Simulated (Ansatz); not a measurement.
**C₃H₃AlN₂: basis-set convergence**

The task here is to estimate one member of a computed series from the others.

Computed with Ansatz 0.2.0, Gaussian basis. Level: one geometry, several basis sets.

Plan: PBE0-D4/def2-SVP; ωB97M-V/def2-SVP; PBE0-D4/def2-QZVPP; ωB97M-V/def2-QZVPP; the functionals' def2-TZVPP values are taken from earlier runs.

## The geometry

The geometry comes from an earlier relaxation with PBE0-D4 in a triple-zeta def2 set; it is a stationary point, not always the lowest conformer.

9 atoms, charge 0, spin multiplicity 1.

Atoms are counted from 1 here; the program's logs count them from 0.

Bond lengths: C1–Al2 1.921 Å, C1–H7 1.091 Å, C1–H8 1.094 Å, C1–H9 1.094 Å, Al2–C3 1.926 Å, Al2–C5 1.927 Å, C3–N4 1.154 Å, C5–N6 1.154 Å. Angles: Al2–C1–H7 112.2°, Al2–C1–H8 110.5°, Al2–C1–H9 110.5°, H7–C1–H8 108.3°, H7–C1–H9 108.4°, H8–C1–H9 106.6°, C1–Al2–C3 123.7°, C1–Al2–C5 122.4°, C3–Al2–C5 113.8°, Al2–C3–N4 177.7°, Al2–C5–N6 177.8°.

Set-up of the first run:

in.yaml reads:

```yaml
crystal:
  periodic: [false, false, false]
  atoms:
    - {symbol: C, position_ang: [-1.005639, -0.788550, 0.841580]}
    - {symbol: Al, position_ang: [0.275468, 0.180727, -0.212288]}
    - {symbol: C, position_ang: [2.003902, -0.514704, -0.701182]}
    - {symbol: N, position_ang: [3.029152, -0.969374, -0.971443]}
    - {symbol: C, position_ang: [-0.067080, 1.954798, -0.880722]}
    - {symbol: N, position_ang: [-0.312642, 3.015809, -1.261298]}
    - {symbol: H, position_ang: [-0.635443, -1.770883, 1.140368]}
    - {symbol: H, position_ang: [-1.936388, -0.926786, 0.282781]}
    - {symbol: H, position_ang: [-1.262929, -0.227335, 1.745102]}
basis:
  gaussian: {orbitals: def2-SVP}
hamiltonian: {xc: pbe0, dispersion: d4}
output: {orbitals: {seedname: orbitals}}
```

Started as:

```
> ansatz run in.yaml --threads 4 --pin off --events-out ev --progress --plain --max-ram 10444MiB
```

Among the steps run: PBE0-D4 in def2-SVP; ωB97M-V in def2-SVP; PBE0-D4 in def2-QZVPP; ωB97M-V in def2-QZVPP.

One of the session's tables, all rows but one given; the rest of the session is left out.

It belongs to the step «Functionals by basis». 

| functional | basis | HOMO (eV) | LUMO (eV) |
| --- | --- | --- | --- |
| PBE0-D4 | def2-SVP | -9.57 | -2.74 |
| PBE0-D4 | def2-TZVPP | -9.66 | -2.84 |
| PBE0-D4 | def2-QZVPP | -9.67 | -2.86 |
| ωB97M-V | def2-SVP | -11.82 | -0.91 |
| ωB97M-V | def2-TZVPP | ? | ? |
| ωB97M-V | def2-QZVPP | -11.95 | -1.09 |

Estimate the missing values for ωB97M-V, def2-TZVPP.

As computed: HOMO (eV): -11.94; LUMO (eV): -1.06. In the column «HOMO (eV)» it lies between ωB97M-V, def2-QZVPP (-11.95) and ωB97M-V, def2-SVP (-11.82).
